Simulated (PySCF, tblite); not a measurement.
**C6H7BOS: geometry, infrared bands and NMR shifts**

What infrared bands and NMR shifts should C6H7BOS (`C#C/C=C/SBOC=C`) show?

Computed with tblite 0.8.0 and PySCF 2.14.0, with density-fitted response routines of our own, on a single molecule in the gas phase. Atoms are numbered from 0 throughout.

## (1) The starting structure

16 atoms, charge 0, multiplicity 1; geometry from: force field or distance geometry start.

Bonds of the start (Å): C0–C1 1.22, C1–C2 1.44, C2–C3 1.35, C3–S4 1.81, S4–B5 1.89, B5–O6 1.48, O6–C7 1.38, C7–C8 1.33, C0–H9 1.06, C2–H10 1.08, C3–H11 1.07, B5–H12 1.19, C7–H13 1.07, C8–H14 1.09, C8–H15 1.11.

## (2) Geometry optimisation with GFN2-xTB

Job settings and geometry (Å):

```
{"job": {"kind": "relax", "xc": "GFN2-xTB", "basis": "xTB"}, "charge": 0, "multiplicity": 1}
C      4.882500    -0.073200    -1.130400
C      3.794900    -0.017200    -0.589300
C      2.520300     0.009100     0.078100
C      1.638300     0.942000    -0.340900
S      0.000200     1.067600     0.420300
B     -1.037600    -0.356500    -0.271800
O     -2.448800    -0.050000    -0.609000
C     -3.237300     0.654300     0.277900
C     -3.903200     0.089800     1.277400
H      5.824500    -0.100000    -1.614500
H      2.287000    -0.696400     0.860000
H      1.873400     1.634400    -1.122700
H     -0.491400    -1.273400    -0.796100
H     -3.334400     1.707100     0.149100
H     -3.852200    -0.983200     1.453500
H     -4.523800     0.721800     1.947000
```

Run with:

```
> OMP_NUM_THREADS=1 python probes_run.py task.json out
```

The driver reads the jobs from task.json and runs them one after another.

**Question.** This job is followed by: GFN2-xTB harmonic vibrations, gas phase; GIAO PBE0/pcSseg-1 NMR shielding, non-relativistic, gas phase. Predict these results of the whole session: strongest single infrared mode (GFN2-xTB); zero-point energy (GFN2-xTB); 13C shifts against TMS (PBE0/pcSseg-1); 1H shifts against TMS (PBE0/pcSseg-1); 33S shifts against CS2 (PBE0/pcSseg-1); 11B shifts against BF3·OEt2 (PBE0/pcSseg-1); 17O shifts against H2O (PBE0/pcSseg-1); surface potential, 1st and 99th percentile.

**Answer**, as computed:

```
                                   quantity                                         value
  strongest single infrared mode (GFN2-xTB)                         1285 cm⁻¹, 765 km/mol
               zero-point energy (GFN2-xTB)                                 69.2 kcal/mol
     13C shifts against TMS (PBE0/pcSseg-1)    153.7, 144.9, 120.4, 107.5, 89.8, 85.5 ppm
      1H shifts against TMS (PBE0/pcSseg-1)  7.14, 6.90, 6.00, 5.55, 5.35, 4.96, 2.78 ppm
     33S shifts against CS2 (PBE0/pcSseg-1)                                        66 ppm
11B shifts against BF3·OEt2 (PBE0/pcSseg-1)                                      39.7 ppm
     17O shifts against H2O (PBE0/pcSseg-1)                                     238.2 ppm
      surface potential, 1st and 99th percentile                            -0.76 V and 1.29 V
```

Relaxing lowered the energy by 1.076 eV in 118 steps; the close pair that moved most is B5–O6, from 1.483 to 1.328 Å. No mode is imaginary among the 42: a minimum at this level. The strongest single mode, at 1285 cm⁻¹, moves mainly O6 and B5. Unscaled tight-binding wavenumbers are off by several per cent, some by more. Its intensities can rank the bands wrongly. At PBE0/pcSseg-1: Shielding is most anisotropic at O6 (span 363 ppm, paramagnetic term -296 ppm). By nearest atom (PBE0/pcSseg-1), the HOMO sits on S4 27 %; C0, C2 about 17 % each and the LUMO on C3 23 %; C2 17 %.
